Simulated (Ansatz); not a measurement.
# LaGaRh3: relaxing cell and atoms at 20 GPa

Wanted: the geometry at rest of LaGaRh3 (a known structure type filled with other elements, at an estimated volume), relaxing cell and atoms at 20 GPa, and its electronic structure there.

Program: Ansatz 0.2.0. Level of theory: DFT, PBEsol, no spin polarisation, plane waves, PAW. These are calculated values, not measurements.

**1. Geometry**

The structure is trigonal, space group R-3c (No. 167). The conventional cell has a = 5.950 Å, b = 5.950 Å, c = 14.419 Å, α = 90.00°, β = 90.00°, γ = 120.00°. Around Ga (site symmetry -3) lie 6 Rh at 2.12 Å. Rh (site symmetry 2) has 2 Ga at 2.12 Å as nearest neighbours. La (site symmetry 32) has 9 Rh at 2.65 to 2.97 Å as nearest neighbours.

Symmetry-reduced, conventional setting; the input below types the cell that was run:

```cif
data_structure
_symmetry_space_group_name_H-M 'R-3c:H'
_symmetry_Int_Tables_number 167
_cell_length_a 5.9500
_cell_length_b 5.9500
_cell_length_c 14.4194
_cell_angle_alpha 90.000
_cell_angle_beta 90.000
_cell_angle_gamma 120.000
_cell_volume 442.09
loop_
_atom_site_label
_atom_site_type_symbol
_atom_site_symmetry_multiplicity
_atom_site_Wyckoff_symbol
_atom_site_fract_x
_atom_site_fract_y
_atom_site_fract_z
_atom_site_occupancy
Ga1 Ga 6 b 0.00000 0.00000 0.00000 1
Rh1 Rh 18 e 0.55480 0.00000 0.25000 1
La1 La 6 a 0.33333 0.66667 0.91667 1
```

It starts from an earlier solution of the starting cell (checkpoint.read).

**2. Relaxing**

The input, input.yaml:

```yaml
crystal:
  lattice:
    - [2.9749975, 1.71761861, 4.80645452]
    - [-2.9749975, 1.71761861, 4.80645452]
    - [0.0, -3.43522617, 4.80645452]
  atoms:
    - { symbol: Ga, position: [0.0, 0.0, 0.0] }
    - { symbol: Ga, position: [0.5, 0.5, 0.5] }
    - { symbol: Rh, position: [0.8048, 0.6952, 0.25] }
    - { symbol: Rh, position: [0.25, 0.8048, 0.6952] }
    - { symbol: Rh, position: [0.6952, 0.25, 0.8048] }
    - { symbol: Rh, position: [0.1952, 0.3048, 0.75] }
    - { symbol: Rh, position: [0.75, 0.1952, 0.3048] }
    - { symbol: Rh, position: [0.3048, 0.75, 0.1952] }
    - { symbol: La, position: [0.25, 0.25, 0.25] }
    - { symbol: La, position: [0.75, 0.75, 0.75] }
  symmetry: { tolerance: 0.0003 }
kpoints:
  mp_grid: { grid: [5, 5, 5], shift: [0, 0, 0] }
magnetization:
  spin_polarized: false
scf:
  occupations: { method: fermi_dirac }
  lower_state_search: "off"
hamiltonian:
  pseudopotentials: { kind: paw }
  xc: pbesol
basis:
  ecutwfc: 420
  fft_grid_basis: typed
relax:
  max_steps: 40
  cell: { p_target: 20.0 }
output:
  forces: true
  stress: true
  eigenvalues: true
  bader: true
  populations: true
  elf: true
  write_potential: true
  volumetric_format: npy
  dos:
    e_range: [-12, 8]
    de: 0.05
    projected: { site_lists: { Ga: [Ga], La: [La], Rh: [Rh] } }
checkpoint:
  read: saved_state
```

Launch:

```bash
ansatz run input.yaml --threads 2 --pin off --max-ram 3584MiB --backend cpu --events-out ev --progress --plain --runs-dir out
```

What does the calculation give? Wanted: moves; largest move; cell; volume; pressure at the end; character; Bader charges.

The runs gave:

```
                                                 quantity                                                                      value
                                                    moves                                                                         14
                                             largest move                                                                0.48 Å (Rh)
                     space group (0.01 Å), before / after                                                                R-3c / R-3c
                                                     cell  a = 5.497 Å, b = 5.497 Å, c = 5.497 Å, α = 78.30°, β = 78.30°, γ = 78.30°
                                                   volume                                                     15.70 Å³/atom (+6.5 %)
                                      pressure at the end                                                                  19.97 GPa
                                                character                                                                      metal
density of states, mean within 0.25 eV of the Fermi level                                                        4.8 per eV per cell
                                            Bader charges                                             Ga +0.41, Rh -0.49, La +1.07 e
```

**Reading.** The volume grew by 6.5 %, and the largest move of an atom is 0.48 Å apart from the change of the cell. With 12 symmetry operations imposed, the end may be a saddle point towards distortions that break them. The cell is metallic; within 0.25 eV of the Fermi level the density of states averages 4.8 per eV per cell, mostly Rh d (67 %). By Bader's partition La gives up most (+1.07 e) and Rh takes most (-0.49 e).
